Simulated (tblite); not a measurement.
# C5H12BN2P: the cost of one run

The runs use tblite 0.8.0 and PySCF 2.14.0, with density-fitted response routines of our own; the level of theory stands in each step. All values are computed, except where a source is named. Atoms are numbered from 0 throughout.

## 1. Starting geometry

21 atoms, charge 0, multiplicity 1; geometry from: force field or distance geometry start.

Bonds of the start (Å): C0–C1 1.34, C1–C2 1.50, C2–C3 1.48, C3–C4 1.48, C4–N5 1.17, C1–B6 1.57, B6–N7 1.53, B6–P8 1.95, C0–H9 1.10, C0–H10 1.07, C2–H11 1.12, C2–H12 1.12, C3–H13 1.11, C3–H14 1.10, B6–H15 1.19, N7–H16 1.05, N7–H17 1.06, N7–H18 1.03, P8–H19 1.47, P8–H20 1.47.

## 2. Geometry optimisation with GFN2-xTB

What the job is given:

```
{"job": {"kind": "relax", "xc": "GFN2-xTB", "basis": "xTB"}, "charge": 0, "multiplicity": 1}
C     -0.399300     0.893000    -1.380200
C     -0.047800     0.413600    -0.183500
C      1.382500     0.582100     0.221700
C      2.128800    -0.669500     0.470400
C      3.501200    -0.255200     0.857000
N      4.577100     0.091500     1.141600
B     -1.117100    -0.299200     0.723100
N     -1.772400    -1.382600    -0.135900
P     -2.538000     1.003100     1.022600
H     -1.439300     0.796100    -1.720400
H      0.348600     1.378900    -1.980200
H      1.921200     1.130900    -0.595400
H      1.484900     1.235700     1.119500
H      1.759400    -1.271900     1.329900
H      2.256800    -1.310600    -0.412200
H     -0.710000    -0.697300     1.765600
H     -2.461000    -1.918200     0.441700
H     -2.335800    -0.923700    -0.903200
H     -1.063400    -1.967800    -0.598500
H     -1.968000     2.338500     0.825400
H     -3.517300     0.849600    -0.068200
```

Run with:

```bash
$ OMP_NUM_THREADS=1 python probes_run.py task.json out
```

The driver reads the jobs from task.json and runs them one after another.

**Question.** How long does this first job take on 1 thread of Arm Neoverse N1, shared host, and how much memory does it need?

About 2.4 s, with a peak of 0.18 GiB.
